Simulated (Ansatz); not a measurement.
**One shape, several levels: singlet CH4ClGeO+**

We compute a comparison of 6 runs (HF/STO-3G, B3LYP/6-31G*, BLYP/6-31G*, r2SCAN0/6-31G*, MP2/6-31G*, CCSD(T)/6-31G*) of singlet CH4ClGeO+. 

The results are computed with Ansatz 0.2.0.

122 further runs of the same task are left out: 122 set aside as unsound or not needed.

## (1) The structure to begin with

CH4ClGeO+: 8 atoms, total charge +1, spin state singlet. As SMILES of the parent species, `[CH3][Ge]([OH])[Cl]`. Geometry: relaxed at PBE0-D4/def2-TZVP. This is one conformer, not always the lowest. That shape belongs to the parent species and isn't relaxed for this state.

Bond lengths: C1–Ge2 1.958 Å, Ge2–O3 1.780 Å, Ge2–Cl4 2.184 Å, C1–H5 1.090 Å, C1–H6 1.092 Å, C1–H7 1.089 Å, O3–H8 0.961 Å. Angles: C1–Ge2–O3 104.8°, C1–Ge2–Cl4 109.0°, O3–Ge2–Cl4 106.9°, Ge2–C1–H5 109.2°, Ge2–C1–H6 107.2°, Ge2–C1–H7 109.9°, Ge2–O3–H8 113.2°, H5–C1–H6 110.0°, H5–C1–H7 110.2°, H6–C1–H7 110.2°.

## (2) The energy at HF/STO-3G (run 1)

The input, input.yaml:

```yaml
basis:
  gaussian: {orbitals: STO-3G}
crystal:
  periodic: [false, false, false]
  atoms:
    - {symbol: C, position_ang: [0.070000, 1.235100, -0.045900]}
    - {symbol: Ge, position_ang: [-0.661500, -0.553500, 0.272700]}
    - {symbol: O, position_ang: [0.714600, -1.504600, 0.880000]}
    - {symbol: Cl, position_ang: [-1.247100, -1.432100, -1.639400]}
    - {symbol: H, position_ang: [0.419500, 1.652400, 0.898100]}
    - {symbol: H, position_ang: [0.906900, 1.122600, -0.737600]}
    - {symbol: H, position_ang: [-0.694800, 1.876200, -0.480900]}
    - {symbol: H, position_ang: [0.584600, -2.453200, 0.797100]}
total_charge: 1
hamiltonian: {xc: hf}
accuracy: high
output: {orbitals: {seedname: orbitals}}
```

Launch:

```console
$ ansatz run input.yaml --threads 1 --pin off --max-ram 3480MiB --events-out events.jsonl --progress --plain --runs-dir runs
```

What it wrote:

```text
Warning: RAYON_NUM_THREADS=1 ignored (pool sized by the plan → 1); use --threads N
Functional definition: HF
  name "HF"
  exchange = exact_x
  correlation = 0
740 factors; integrals over basis functions are off by at most 5.6e-9 eV
mean field evaluation 1: about -71281.8258 eV, gradient 3.1e1 eV
mean field evaluation 2: about -71281.9158 eV, gradient 3.1e1 eV
mean field evaluation 4: about -71286.4314 eV, gradient 2.9e0 eV
mean field evaluation 8: about -71286.4900 eV, gradient 3.1e-2 eV
mean field -71286.48700336 eV, -2619.7300776570 hartree, gradient 1.4e-8 eV, S^2 0.000000; 0 other end points of the search recorded, 0 dependent functions left out
reference -71286.48700336 eV, -2619.7300776570 hartree; 33, 33 occupied and 8, 8 virtual orbitals, 740 factors
Total energy: -71286.48700336 eV, -2619.7300776570 hartree
```

Wall time 0.52 s (1 thread of Arm Neoverse V2, shared host); peak memory 0.093 GiB.

## (3) A single-point energy at B3LYP/6-31G(d) (spherical functions) (run 2)

The input, run.yaml:

```yaml
crystal:
  periodic: [false, false, false]
  atoms:
    - symbol: C
      position_ang: [0.070000, 1.235100, -0.045900]
    - symbol: Ge
      position_ang: [-0.661500, -0.553500, 0.272700]
    - symbol: O
      position_ang: [0.714600, -1.504600, 0.880000]
    - symbol: Cl
      position_ang: [-1.247100, -1.432100, -1.639400]
    - symbol: H
      position_ang: [0.419500, 1.652400, 0.898100]
    - symbol: H
      position_ang: [0.906900, 1.122600, -0.737600]
    - symbol: H
      position_ang: [-0.694800, 1.876200, -0.480900]
    - symbol: H
      position_ang: [0.584600, -2.453200, 0.797100]
basis:
  gaussian:
    orbitals: 6-31G_st_-spherical.json
total_charge: 1
hamiltonian:
  xc: {name: B3LYP}
accuracy: high
output: {orbitals: {seedname: orbitals}}
```

The basis set 6-31G* is read from a file made from the Basis Set Exchange's data (not shown).

Launch:

```console
$ ansatz run run.yaml --threads 1 --pin off --max-ram 3480MiB --events-out events.jsonl --progress --plain --runs-dir runs
```

What it wrote:

```text
Warning: RAYON_NUM_THREADS=1 ignored (pool sized by the plan → 1); use --threads N
Functional definition: B3LYP
  name "B3LYP"
  parameter a0 = 0.2
  parameter ax = 0.72
  parameter ac = 0.81
  exchange = (1 - a0 - ax)*slater_x + ax*b88_x + a0*exact_x
  correlation = (1 - ac)*vwn_rpa_c + ac*lyp_c
1882 factors; integrals over basis functions are off by at most 7.8e-9 eV
mean field evaluation 1: about -72159.4028 eV, gradient 8.9e1 eV
mean field evaluation 2: about -72074.4304 eV, gradient 1.9e2 eV
mean field evaluation 4: about -72175.0304 eV, gradient 1.9e1 eV
mean field evaluation 8: about -72175.9334 eV, gradient 9.0e-1 eV
mean field evaluation 16: about -72176.0751 eV, gradient 2.9e-4 eV
mean field -72176.07511595 eV, -2652.4218378102 hartree, gradient 4.8e-8 eV, S^2 0.000000; 0 other end points of the search recorded, 0 dependent functions left out
reference -72176.07515312 eV, -2652.4218391763 hartree; 33, 33 occupied and 53, 53 virtual orbitals, 1882 factors
Total energy: -72176.07515312 eV, -2652.4218391763 hartree
```

Run time: 9.9 s. Hardware: 1 thread of Arm Neoverse V2, shared host; peak memory 0.32 GiB.

## (4) A single-point energy at BLYP/6-31G(d) (spherical functions) (run 3)

The input, molecule.yaml:

```yaml
crystal:
  periodic: [false, false, false]
  atoms:
    - {symbol: C, position_ang: [0.070000, 1.235100, -0.045900]}
    - {symbol: Ge, position_ang: [-0.661500, -0.553500, 0.272700]}
    - {symbol: O, position_ang: [0.714600, -1.504600, 0.880000]}
    - {symbol: Cl, position_ang: [-1.247100, -1.432100, -1.639400]}
    - {symbol: H, position_ang: [0.419500, 1.652400, 0.898100]}
    - {symbol: H, position_ang: [0.906900, 1.122600, -0.737600]}
    - {symbol: H, position_ang: [-0.694800, 1.876200, -0.480900]}
    - {symbol: H, position_ang: [0.584600, -2.453200, 0.797100]}
basis:
  gaussian: {orbitals: 6-31G_st_-spherical.json}
total_charge: 1
hamiltonian: {xc: {name: BLYP}}
accuracy: high
output: {orbitals: {seedname: orbitals}}
```

The basis set 6-31G* is read from a file made from the Basis Set Exchange's data (not shown).

Launch:

```console
$ ansatz run molecule.yaml --threads 1 --pin off --max-ram 3480MiB --events-out events.jsonl --progress --plain --runs-dir runs
```

What it wrote:

```text
Warning: RAYON_NUM_THREADS=1 ignored (pool sized by the plan → 1); use --threads N
Functional definition: BLYP
  name "BLYP"
  parameter beta = 0.0042
  parameter a = 0.04918
  parameter b = 0.132
  parameter c = 0.2533
  parameter d = 0.349
  exchange = b88_x(beta = beta)
  correlation = lyp_c(a = a, b = b, c = c, d = d)
1882 factors; integrals over basis functions are off by at most 7.8e-9 eV
mean field evaluation 1: about -72152.5225 eV, gradient 1.0e2 eV
mean field evaluation 2: about -71986.1661 eV, gradient 2.3e2 eV
mean field evaluation 4: about -72172.0623 eV, gradient 3.0e1 eV
mean field evaluation 8: about -72175.1662 eV, gradient 1.2e0 eV
mean field evaluation 16: about -72175.1638 eV, gradient 1.8e-4 eV
mean field -72175.16383546 eV, -2652.3883488701 hartree, gradient 4.7e-8 eV, S^2 0.000000; 0 other end points of the search recorded, 0 dependent functions left out
reference -72175.16388611 eV, -2652.3883507312 hartree; 33, 33 occupied and 53, 53 virtual orbitals, 1882 factors
Total energy: -72175.16388611 eV, -2652.3883507312 hartree
```

Wall time 7.2 s (1 thread of Arm Neoverse V2, shared host); peak memory 0.22 GiB.

Runs 4 to 5 aren't shown in full; the table further down has their settings and results.

## (5) The energy at CCSD(T)/6-31G(d) (spherical functions) (run 6)

The input, run.yaml:

```yaml
crystal:
  periodic: [false, false, false]
  atoms:
    - {symbol: C, position_ang: [0.070000, 1.235100, -0.045900]}
    - {symbol: Ge, position_ang: [-0.661500, -0.553500, 0.272700]}
    - {symbol: O, position_ang: [0.714600, -1.504600, 0.880000]}
    - {symbol: Cl, position_ang: [-1.247100, -1.432100, -1.639400]}
    - {symbol: H, position_ang: [0.419500, 1.652400, 0.898100]}
    - {symbol: H, position_ang: [0.906900, 1.122600, -0.737600]}
    - {symbol: H, position_ang: [-0.694800, 1.876200, -0.480900]}
    - {symbol: H, position_ang: [0.584600, -2.453200, 0.797100]}
basis:
  gaussian: {orbitals: 6-31G_st_-spherical.json}
total_charge: 1
correlation: {method: ccsd_t, frozen_orbitals: {C: 1, Cl: 5, Ge: 9, H: 0, O: 1}}
accuracy: high
scf: {omitted_lower_state_checks: [cluster_reference, increment]}
```

The basis set 6-31G* is read from a file made from the Basis Set Exchange's data (not shown).

Launch:

```console
$ ansatz run run.yaml --threads 1 --pin off --max-ram 3480MiB --events-out events.jsonl --progress --plain --runs-dir runs
```

What it wrote:

```text
Warning: RAYON_NUM_THREADS=1 ignored (pool sized by the plan → 1); use --threads N
[... 11 lines left out ...]
16 core orbitals not correlated: weight in the atoms' cores, before any rotation towards them, 1.000 or more for the frozen orbitals, at most 0.000 for the correlated occupied ones
[... 29 lines left out ...]
Total energy: -72112.19424620 eV, -2650.0742591472 hartree
Checks for a lower state left out: cluster_reference, increment
```

Wall time 24 s (1 thread of Arm Neoverse V2, shared host); peak memory 0.44 GiB.

## (6) The series

```tsv
run	level	frozen core orbitals	energy (Eh)	HOMO energy (eV)	LUMO energy (eV)	HOMO–LUMO gap (eV)	wall time
1	HF/STO-3G	–	-2619.730078	-16.42	-5.58	10.84	0.52 s
2	B3LYP/6-31G* (spherical functions)	–	-2652.421839	-14.34	-10.69	3.65	9.9 s
3	BLYP/6-31G* (spherical functions)	–	-2652.388351	-13.00	-11.01	1.99	7.2 s
4	r2SCAN0/6-31G* (spherical functions)	–	-2652.211340	-14.89	-10.53	4.36	21 s
5	MP2/6-31G* (spherical functions)	16	-2650.034300	–	–	–	3.9 s
6	CCSD(T)/6-31G* (spherical functions)	16	-2650.074259	–	–	–	24 s
```

## (7) What came out

| quantity | value |
| --- | --- |
| run 6: total energy | -2650.07426 Eh |
| run 6: correlation energy (16 core orbitals frozen) | -724.9 mEh |
| run 6: (T) correction | -20.07 mEh |
| run 6: T1 diagnostic | 0.019 |

Over runs 1, 2, 3, 4 the HOMO–LUMO gap runs from 1.99 eV (BLYP/6-31G*) to 10.84 eV (HF/STO-3G). The two ends differ in method and basis. Totals of different functionals can't be ranked against each other. In run 1 the basis is minimal, so the values are rough. All runs together took 67 s, the longest 24 s.
